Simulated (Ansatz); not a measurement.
# Cl₃GaH₂S: one species, many methods

The task here is to estimate one member of a computed series from the others.

Method: functionals in def2-TZVPP, the program's frozen cores in correlated methods; program: Ansatz 0.2.0, Gaussian basis.

Levels to be run: LDA (SPW92), PBE-D4, revPBE-D4, BLYP-D4, r2SCAN-D4, B97M-V, PBE0-D4, B3LYP-D4, r2SCANh-D4, r2SCAN0-D4, HSE06-D4, BHLYP-D4, CAM-B3LYP-D4, LC-ωPBE, ωB97X-V, ωB97M-V, B2PLYP, PBE-QIDH; CCSD(T)/def2-SVP; CCSD(T)/def2-TZVPP; MP2/def2-QZVPP; extrapolation to the limit; RPA on PBE.

### The relaxed structure

All runs share one geometry, relaxed beforehand with PBE0-D4 in a triple-zeta def2 set.

SMILES `[SH2+][Ga-]([Cl])([Cl])[Cl]`, 7 atoms, charge 0, spin multiplicity 1.

Atoms are counted from 1 here; the program's logs count them from 0.

Bond lengths: S1–Ga2 2.519 Å, S1–H6 1.346 Å, S1–H7 1.346 Å, Ga2–Cl3 2.144 Å, Ga2–Cl4 2.144 Å, Ga2–Cl5 2.150 Å. Angles: Ga2–S1–H6 94.6°, Ga2–S1–H7 94.6°, H6–S1–H7 92.8°, S1–Ga2–Cl3 98.9°, S1–Ga2–Cl4 98.8°, S1–Ga2–Cl5 100.1°, Cl3–Ga2–Cl4 118.7°, Cl3–Ga2–Cl5 116.9°, Cl4–Ga2–Cl5 116.9°.

Set-up of the first run:

The input, in.yaml:

```yaml
crystal:
  periodic: [false, false, false]
  atoms:
    - {symbol: S, position_ang: [-0.850920, 0.768912, 1.065027]}
    - {symbol: Ga, position_ang: [0.401755, -0.825032, -0.429683]}
    - {symbol: Cl, position_ang: [1.715221, -1.684750, 1.030076]}
    - {symbol: Cl, position_ang: [-1.256993, -1.988027, -1.131822]}
    - {symbol: Cl, position_ang: [1.270583, 0.567083, -1.819344]}
    - {symbol: H, position_ang: [-1.394200, 1.464163, 0.049108]}
    - {symbol: H, position_ang: [0.175755, 1.629550, 1.191039]}
basis:
  gaussian: {orbitals: def2-TZVPP}
hamiltonian: {xc: lda}
output: {orbitals: {seedname: orbitals}}
```

The run is started by

```sh
$ ansatz run in.yaml --threads 4 --pin off --events-out ev --progress --plain --max-ram 10444MiB
```

Among the steps run: LDA; PBE-D4 (GGA); revPBE-D4 (GGA); BLYP-D4 (GGA); r2SCAN-D4 (meta-GGA); B97M-V (meta-GGA); B3LYP-D4 (hybrid); r2SCANh-D4 (hybrid); r2SCAN0-D4 (hybrid); HSE06-D4 (hybrid); BHLYP-D4 (hybrid); CAM-B3LYP-D4 (range-separated); LC-ωPBE (range-separated); ωB97X-V (range-separated); ωB97M-V (range-separated); B2PLYP (double hybrid); PBE-QIDH (double hybrid).

One of the session's tables, all rows but one given; the rest of the session is left out.

It belongs to the step «Frontier levels by functional». 

| functional | HOMO (eV) | gap (eV) |
| --- | --- | --- |
| LDA (SPW92) | -7.52 | 5.20 |
| PBE-D4 | -7.37 | 5.30 |
| revPBE-D4 | -7.32 | 5.29 |
| BLYP-D4 | -7.19 | 5.21 |
| r2SCAN-D4 | -7.76 | 5.92 |
| B97M-V | -7.82 | 5.93 |
| PBE0-D4 | ? | ? |
| B3LYP-D4 | -8.51 | 7.16 |
| r2SCANh-D4 | -8.28 | 6.81 |
| r2SCAN0-D4 | -9.06 | 8.14 |
| HSE06-D4 | -8.40 | 6.94 |
| BHLYP-D4 | -10.07 | 10.03 |
| CAM-B3LYP-D4 | -10.18 | 10.17 |
| LC-ωPBE | -11.66 | 12.90 |
| ωB97X-V | -11.26 | 12.41 |
| ωB97M-V | -11.09 | 12.04 |

Q: Estimate the row for PBE0-D4 from the others.

**Answer.** HOMO (eV): -8.81; gap (eV): 7.73. In the column «HOMO (eV)» it lies between r2SCAN0-D4 (-9.06) and B3LYP-D4 (-8.51).
